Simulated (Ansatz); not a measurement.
# Bi2Se3: response to strain

Aim: deform Bi2Se3 (equal xx and yy strain of -3 %) and compute stress, forces and field gradients with LAPW, PAW and all-electron datasets made for the crystal.

Program: Ansatz 0.2.0. Level of theory: DFT PBEsol, scalar-relativistic. These are calculated values, not measurements.

### Step 1. Starting point

The structure is trigonal, space group R-3m (No. 166). The conventional cell has a = 4.143 Å, b = 4.143 Å, c = 28.636 Å, α = 90.00°, β = 90.00°, γ = 120.00°. Around Bi (site symmetry 3m) lie 6 Se at 2.85 to 3.07 Å. Around Se (site symmetry -3m) lie 6 Bi at 3.07 Å. Se (site symmetry 3m) has 3 Bi at 2.85 Å as nearest neighbours.

As a file:

```xyz
5
Lattice="2.0715 1.1960 9.5453 -2.0715 1.1960 9.5453 0.0000 -2.3920 9.5453" Properties=species:S:1:pos:R:3 pbc="T T T"
Bi    0.0000    0.0000   11.4773
Bi    0.0000    0.0000   17.1587
Se    0.0000    0.0000    0.0000
Se    0.0000    0.0000    6.0622
Se    0.0000    0.0000   22.5738
```

Atoms are numbered in the order of the input: Bi1, Bi2, Se3, Se4, Se5.

### Step 2. The deformed structure

Space group R-3m before, R-3m after.

### Step 3. All-electron LAPW

input.yaml

```yaml
crystal:
  lattice:
    - [2.0093543179, 1.1601012563, 9.54533]
    - [-2.0093543179, 1.1601012563, 9.54533]
    - [0.0, -2.3202025127, 9.54533]
  atoms:
    - { symbol: Bi, position: [0.4008, 0.4008, 0.4008] }
    - { symbol: Bi, position: [0.5992, 0.5992, 0.5992] }
    - { symbol: Se, position: [0.0, 0.0, 0.0] }
    - { symbol: Se, position: [0.2117, 0.2117, 0.2117] }
    - { symbol: Se, position: [0.7883, 0.7883, 0.7883] }
kpoints:
  mp_grid: { grid: [6, 6, 6] }
  band_path:
    path:
      - [0.0, 0.0, 0.0]
      - [0.5, 0.5, 0.5]
      - [0.823486, 0.176514, 0.5]
      - [0.5, -0.176514, 0.176514]
      - [0.5, 0.0, 0.0]
      - [0.0, 0.0, 0.0]
      - [0.338257, -0.338257, 0.0]
      - [0.661743, 0.0, 0.338257]
      - [0.5, 0.0, 0.5]
    npoints: 5
scf:
  occupations: { method: fermi_dirac, width: 0.03 }
hamiltonian:
  xc: pbesol
  pseudopotentials: { kind: all_electron, lapw: { basis_error: 0.0005 } }
output:
  forces: true
  stress: true
  eigenvalues: true
```

Launch:

```sh
$ ansatz run input.yaml --threads 2 --pin off --max-ram 8192MiB --backend cpu --events-out ev --progress --plain --runs-dir out
```

### Step 4. PAW on the default files

input.yaml

```yaml
crystal:
  lattice:
    - [2.0093543179, 1.1601012563, 9.54533]
    - [-2.0093543179, 1.1601012563, 9.54533]
    - [0.0, -2.3202025127, 9.54533]
  atoms:
    - { symbol: Bi, position: [0.4008, 0.4008, 0.4008] }
    - { symbol: Bi, position: [0.5992, 0.5992, 0.5992] }
    - { symbol: Se, position: [0.0, 0.0, 0.0] }
    - { symbol: Se, position: [0.2117, 0.2117, 0.2117] }
    - { symbol: Se, position: [0.7883, 0.7883, 0.7883] }
kpoints:
  mp_grid: { grid: [6, 6, 6] }
scf:
  occupations: { method: fermi_dirac, width: 0.03 }
hamiltonian:
  xc: pbesol
  pseudopotentials: { kind: paw }
output:
  forces: true
  stress: true
  eigenvalues: true
  efg: { contact_densities: true }
  write_density: true
  write_potential: true
  elf: true
  volumetric_format: npy
```

### Step 5. Datasets made for this crystal

Edit input.yaml of step 4 so:

```diff
@@ -17,3 +17,3 @@
   xc: pbesol
-  pseudopotentials: { kind: paw }
+  pseudopotentials: { kind: all_electron, datasets: crystal }
 output:
@@ -23,5 +23 @@
   efg: { contact_densities: true }
-  write_density: true
-  write_potential: true
-  elf: true
-  volumetric_format: npy
```

(Steps that only read results are left out.)

Before running it: what results should come out? Wanted: pressure; largest shear or deviatoric stress.

**Answer**, as computed:

| quantity | value |
| --- | --- |
| pressure | LAPW 4.03, PAW 4.02, crystal datasets 4.03 GPa |
| largest shear or deviatoric stress (LAPW) | 0.86 GPa |

In words: The largest part of the stress beyond the pressure is 0.86 GPa in size, in the zz component; the atoms are carried along and not relaxed. No run of the undeformed cell stands beside it, so the pressure holds what the given cell had before the change. PAW: stress within 0.02 GPa of LAPW, forces within 2 meV/Å. Crystal datasets: stress within 0.01 GPa of LAPW, forces within 1 meV/Å. Spin-orbit coupling is left out, though the cell holds Bi; in elements this heavy it can shift bands and gaps by tenths of an eV.
